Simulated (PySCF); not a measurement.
**C2H10BNSi2: electronic excitations**

Wanted: the electronic excitations of C2H10BNSi2 (`BN1[SiH2]CC[SiH2]1`), by calculation.

Programs: PySCF 2.14.0, with density-fitted response routines of our own. Each step states its level of theory. These are calculated values for one molecule in the gas phase, unless marked as measured. Atoms count from 0, in the outputs and in this text.

## (1) Starting geometry

16 atoms, charge 0, multiplicity 1; geometry from: GFN2-xTB.

Bonds of the start (Å): B0–N1 1.40, N1–Si2 1.76, Si2–C3 1.90, C3–C4 1.53, C4–Si5 1.90, Si5–N1 1.76, B0–H6 1.17, B0–H7 1.17, Si2–H8 1.46, Si2–H9 1.47, C3–H10 1.09, C3–H11 1.09, C4–H12 1.09, C4–H13 1.09, Si5–H14 1.46, Si5–H15 1.47.

## (2) TDDFT and polarisability: PBE0/def2-SVPD

Job settings and geometry (Å):

```
{"job": {"kind": "uv", "xc": "PBE0", "basis": "def2-SVPD", "nstates": 8, "ntriplets": 3}, "charge": 0, "multiplicity": 1}
B      2.441749     0.340122    -0.329092
N      1.066154     0.147489    -0.145251
Si     0.345220    -1.432519     0.138467
C     -1.418769    -0.874282     0.577270
C     -1.700720     0.442796    -0.154194
Si    -0.098110     1.466624    -0.175961
H      3.161016    -0.585339    -0.296139
H      2.850261     1.423485    -0.514555
H      1.018327    -2.114265     1.246145
H      0.401342    -2.224645    -1.096637
H     -2.171356    -1.624919     0.335805
H     -1.487452    -0.705799     1.653504
H     -2.535422     0.973045     0.304410
H     -2.003182     0.224769    -1.180065
H      0.054385     2.256791    -1.399702
H      0.068959     2.295592     1.024585
```

Level: TDDFT PBE0/def2-SVPD, vertical, gas phase, core orbitals frozen in the response.

Run with:

```sh
$ OMP_NUM_THREADS=1 python probes_run.py task.json out
```

One launch serves the whole session: the jobs run in the order shown.

Predict these results of the whole session: lowest singlet (PBE0/def2-SVPD); brightest single state of those computed; lowest triplet; surface potential, 1st and 99th percentile.

**Answer**, as computed:

```
                                quantity                        value
         lowest singlet (PBE0/def2-SVPD)  6.13 eV (202 nm), f = 0.002
brightest single state of those computed  state 2, 6.56 eV, f = 0.101
                          lowest triplet                      5.47 eV
   surface potential, 1st and 99th percentile           -0.50 V and 1.10 V
```

**Reading.** The lowest singlet, at 6.13 eV, is HOMO−1→LUMO 0.39, HOMO→LUMO 0.38 and is weak; of the 8 states computed, the strongest absorption comes from state 2 at 6.56 eV. The lowest triplet lies 0.66 eV below the lowest singlet (triplets in Tamm-Dancoff, singlets in full TDDFT). By nearest atom (PBE0/def2-SVPD), the HOMO sits on N1 25 %; C3, C4 about 10 % each and the LUMO on B0 39 %; H6, H7 about 16 % each.
